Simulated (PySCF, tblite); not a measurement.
**C4H7FO2Si: geometry, infrared bands and NMR shifts**

Wanted: the infrared bands and NMR shifts of C4H7FO2Si (`C#C[Si](F)(OC)OC`), by calculation.

The runs use tblite 0.8.0 and PySCF 2.14.0, with density-fitted response routines of our own; the level of theory stands in each step. All values are computed, except where a source is named. Atoms are numbered from 0 throughout.

### Step 1. Starting geometry

15 atoms, charge 0, multiplicity 1; geometry from: force field or distance geometry start.

Bonds of the start (Å): C0–C1 1.20, C1–Si2 1.83, Si2–F3 1.72, Si2–O4 1.72, O4–C5 1.37, Si2–O6 1.68, O6–C7 1.37, C0–H8 1.08, C5–H9 1.13, C5–H10 1.11, C5–H11 1.13, C7–H12 1.13, C7–H13 1.14, C7–H14 1.10.

### Step 2. Optimising the geometry with GFN2-xTB

What the job is given:

```
{"job": {"kind": "relax", "xc": "GFN2-xTB", "basis": "xTB"}, "charge": 0, "multiplicity": 1}
C     -1.472100     2.576800     0.711200
C     -0.876300     1.726200     0.103900
Si     0.074800     0.439000    -0.789900
F     -0.187400     0.599900    -2.482000
O      1.725600     0.778100    -0.434500
C      2.515300    -0.346400    -0.426300
O     -0.325100    -1.103700    -0.272900
C     -1.653600    -1.373400    -0.079800
H     -2.009300     3.341300     1.243100
H      3.415300    -0.173900     0.235400
H      2.892800    -0.652700    -1.425800
H      1.991100    -1.226900     0.049500
H     -1.723000    -2.091100     0.795800
H     -2.083400    -1.964300    -0.951500
H     -2.289200    -0.520800     0.196000
```

Launch:

```sh
$ OMP_NUM_THREADS=1 python probes_run.py task.json out
```

This one command runs all jobs of the session in turn.

**Question.** This job is followed by: GFN2-xTB harmonic vibrations, gas phase; GIAO PBE0/pcSseg-1 NMR shielding, non-relativistic, gas phase. Predict these results of the whole session: strongest single infrared mode (GFN2-xTB); zero-point energy (GFN2-xTB); 13C shifts against TMS (PBE0/pcSseg-1, means over atoms taken as alike); 1H shifts against TMS (PBE0/pcSseg-1, means over atoms taken as alike); 29Si shifts against TMS (PBE0/pcSseg-1); 19F shifts against CFCl3 (PBE0/pcSseg-1); 17O shifts against H2O (PBE0/pcSseg-1, means over atoms taken as alike); surface potential, 1st and 99th percentile.

As calculated:

| quantity | value |
| --- | --- |
| strongest single infrared mode (GFN2-xTB) | 1164 cm⁻¹, 260 km/mol |
| zero-point energy (GFN2-xTB) | 65.5 kcal/mol |
| 13C shifts against TMS (PBE0/pcSseg-1, means over atoms taken as alike) | 97.0, 83.8, 53.0 ppm |
| 1H shifts against TMS (PBE0/pcSseg-1, means over atoms taken as alike) | 3.95, 1.52 ppm |
| 29Si shifts against TMS (PBE0/pcSseg-1) | -85.4 ppm |
| 19F shifts against CFCl3 (PBE0/pcSseg-1) | -147.9 ppm |
| 17O shifts against H2O (PBE0/pcSseg-1, means over atoms taken as alike) | 32.1 ppm |
| surface potential, 1st and 99th percentile | -1.27 V and 1.49 V |

The optimisation took 119 steps and gained 0.795 eV; among the close pairs (by a distance rule), Si2–O4 changed most, from 1.722 to 1.601 Å. All 39 modes are real, so the xTB geometry is a minimum. The strongest single mode, at 1164 cm⁻¹, is carried by O6, C7, H12. Unscaled tight-binding wavenumbers are off by several per cent, some by more. Its intensities can rank the bands wrongly. H9, H10, H11, H12, H13, H14 (mean) (hydrogen on a methyl carbon bonded to O) lies farthest downfield among hydrogen, at 3.95 ppm; its carbon carries O, hence the downfield position. At PBE0/pcSseg-1: Shielding is most anisotropic at C1 (span 283 ppm, paramagnetic term -159 ppm).
